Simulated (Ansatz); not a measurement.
**HfCl (sextet): the correlation ladder at distance Hf1–Cl2 = 4.333 Å, def2-SVP**

The task here is to estimate one member of a computed series from the others.

Method: def2-SVP, core rule «outside noble gas», up to 9 orbitals frozen; program: Ansatz 0.2.0, Gaussian basis.

Plan: UHF; CCSD(T) on ROHF; CCSD(T) on UHF; CISD; CCSDT(Q) on ROHF; CCSDT(Q) on UHF; CASSCF and MRCISD+Q, 7 electrons in 7 orbitals; CASSCF and NEVPT2, 7 electrons in 7 orbitals.

45 further runs of the same task are left out: 22 for a known fault of the program, 2 for a mislabelled method, 17 that didn't finish, 4 set aside as unsound or not needed.

## What is computed

The geometry derives from a PBE0/def2-TZVP stationary point (not a proven minimum). One bond is set to the value named and the two fragments are kept rigid. No spin-orbit coupling is included. Elements past krypton take def2 core potentials.

2 atoms, charge 0, spin multiplicity 6.

Atoms are counted from 1 here; the program's logs count them from 0.

No contacts short enough for the rule that draws bonds.

The first run:

Input file in.yaml:

```yaml
crystal:
  periodic: [false, false, false]
  atoms:
    - {symbol: Hf, position_ang: [0.000000, 0.000000, 0.000000]}
    - {symbol: Cl, position_ang: [0.000000, 0.000000, 4.333000]}
basis:
  gaussian: {orbitals: def2-SVP}
magnetization: {spin_polarized: true, initial_magnetization: 5}
hamiltonian: {xc: hf}
output: {orbitals: {seedname: orbitals}}
```

Run with:

```
$ ansatz run in.yaml --threads 1 --pin off --events-out ev --progress --plain --max-ram 2393MiB
```

Steps of the session up to this table: UHF; CCSD(T) on ROHF; CCSD(T) on UHF; CISD; CCSDT(Q) on ROHF; CCSDT(Q) on UHF; CASSCF and MRCISD+Q, 7 electrons in 7 orbitals; CASSCF and NEVPT2, 7 electrons in 7 orbitals.

One of the session's tables, all rows but one given; the rest of the session is left out.

It belongs to the step «Misses and costs». 

```
       method  from RCCSDT(Q) (kJ/mol)
         ROHF                   +417.8
          UHF                   +396.2
         RMP2                    +64.7
         UMP2                    +55.6
         CISD                    +25.5
        RCCSD                     +5.3
        UCCSD                     -5.2
     RCCSD(T)                     +1.3
     UCCSD(T)                     -8.9
       RCCSDT                     +0.4
       UCCSDT                        ?
    RCCSDT(Q)                        0
    UCCSDT(Q)                    -10.2
  CASSCF pair                   +388.5
  NEVPT2 pair                    +71.5
  MRCISD pair                    +22.9
MRCISD+Q pair                     -0.3
```

Q: Estimate the row for UCCSDT from the others.

The run gave: from RCCSDT(Q) (kJ/mol): -9.9. In the column «from RCCSDT(Q) (kJ/mol)» it lies between UCCSDT(Q) (-10.2) and UCCSD(T) (-8.9).

To keep in mind: Restricted and unrestricted rows rest on different reference determinants; where their highest levels disagree by more than a few hundredths of an eV, they describe different states and don't form one ladder.
